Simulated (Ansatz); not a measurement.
# BrH₂OSi+ (SMILES [OH+]=[SiH]Br): one structure at several levels

Aim: energy, forces and dipole at a structure displaced at random from a GFN2-xTB minimum, from CCSD(T) and from density functionals.

Method: single points in def2-TZVPP; program: Ansatz 0.2.0, Gaussian basis.

Cores are frozen in the correlated methods. Filled d shells of the heavier atoms are correlated.

## Step 1: Starting geometry

SMILES `[OH+]=[SiH]Br`, 5 atoms, charge 1, spin multiplicity 1.

Atoms are counted from 1 here; the program's logs count them from 0.

Bond lengths: O1–Si2 1.571 Å, O1–H4 0.954 Å, Si2–Br3 2.192 Å, Si2–H5 1.476 Å. Angles: Si2–O1–H4 149.9°, O1–Si2–Br3 119.0°, O1–Si2–H5 114.0°, Br3–Si2–H5 126.4°.

As a file:

| atom | x (Å) | y (Å) | z (Å) |
| --- | --- | --- | --- |
| O1 | -0.1422 | -1.1178 | 0.2307 |
| Si2 | 0.3030 | 0.3800 | 0.0692 |
| Br3 | -1.0017 | 1.7641 | -1.0200 |
| H4 | -0.8342 | -1.7723 | 0.2820 |
| H5 | 1.6837 | 0.6482 | 0.5179 |

## Step 2: CCSD(T)/def2-TZVPP

File run/in.yaml:

```yaml
crystal:
  periodic: [false, false, false]
  atoms:
    - {symbol: O, position_ang: [-0.142200, -1.117800, 0.230700]}
    - {symbol: Si, position_ang: [0.303000, 0.380000, 0.069200]}
    - {symbol: Br, position_ang: [-1.001700, 1.764100, -1.020000]}
    - {symbol: H, position_ang: [-0.834200, -1.772300, 0.282000]}
    - {symbol: H, position_ang: [1.683700, 0.648200, 0.517900]}
basis:
  gaussian: {orbitals: def2-TZVPP}
total_charge: 1
correlation: {method: ccsd_t}
output: {forces: true}
```

No record of the launch command was kept for these runs.

## Step 3: PBE0-D4/def2-TZVPP

run/in.yaml: that of step 2 with these lines changed.

```diff
@@ -11,3 +11,3 @@
 total_charge: 1
-correlation: {method: ccsd_t}
-output: {forces: true}
+hamiltonian: {xc: pbe0, dispersion: d4}
+output: {forces: true, orbitals: {seedname: orbitals}}
```

## Step 4: wB97M-V/def2-TZVPP

run/in.yaml: that of step 3 with these lines changed.

```diff
@@ -11,3 +11,3 @@
 total_charge: 1
-hamiltonian: {xc: pbe0, dispersion: d4}
-output: {forces: true, orbitals: {seedname: orbitals}}
+hamiltonian: {xc: {name: wB97M-V}}
+output: {forces: true}
```

## Step 5: r2SCAN-D4/def2-TZVPP

run/in.yaml: that of step 4 with these lines changed.

```diff
@@ -11,3 +11,3 @@
 total_charge: 1
-hamiltonian: {xc: {name: wB97M-V}}
+hamiltonian: {xc: r2scan, dispersion: d4}
 output: {forces: true}
```

## Step 6: PBE-D4/def2-TZVPP

run/in.yaml: that of step 5 with these lines changed.

```diff
@@ -11,3 +11,3 @@
 total_charge: 1
-hamiltonian: {xc: r2scan, dispersion: d4}
+hamiltonian: {xc: pbe, dispersion: d4}
 output: {forces: true}
```

## Step 7: LC-wPBE/def2-TZVPP

run/in.yaml: that of step 6 with these lines changed.

```diff
@@ -11,3 +11,3 @@
 total_charge: 1
-hamiltonian: {xc: pbe, dispersion: d4}
+hamiltonian: {xc: {name: LC-wPBE}}
 output: {forces: true}
```

## Step 8: wB97X-V/def2-TZVPP

run/in.yaml: that of step 7 with these lines changed.

```diff
@@ -11,3 +11,3 @@
 total_charge: 1
-hamiltonian: {xc: {name: LC-wPBE}}
+hamiltonian: {xc: {name: wB97X-V}}
 output: {forces: true}
```

(Steps that only read results are left out.)

Before running it: what results should come out? Wanted: energy less free atoms, CCSD(T)/def2-TZVPP; RMS force component; RMS force error; HOMO and LUMO, PBE0-D4; T1 diagnostic.

As calculated:

| quantity | value |
| --- | --- |
| energy less free atoms, CCSD(T)/def2-TZVPP | -188.7 kcal/mol |
| RMS force component | 0.643 to 0.817 eV/Å over the methods |
| RMS force error | PBE0-D4 0.084, wB97M-V 0.061, r2SCAN-D4 0.054, PBE-D4 0.218, LC-wPBE 0.154, wB97X-V 0.068 eV/Å |
| HOMO and LUMO, PBE0-D4 | -14.72 and -8.36 eV |
| T1 diagnostic | 0.012 |

In words: Against CCSD(T) the functionals' energies less atoms differ by -16.6 to -1.3 kcal/mol, PBE-D4 by -16.6 kcal/mol. The reference is not at the basis limit: in triple zeta CCSD(T) underbinds, which counts against methods that bind more; the gaps are no ranking. For forces r2SCAN-D4 does best and PBE-D4 worst. Frozen-core CCSD(T) forces in triple zeta carry basis errors of their own, and this is one geometry, so small gaps rank nothing.
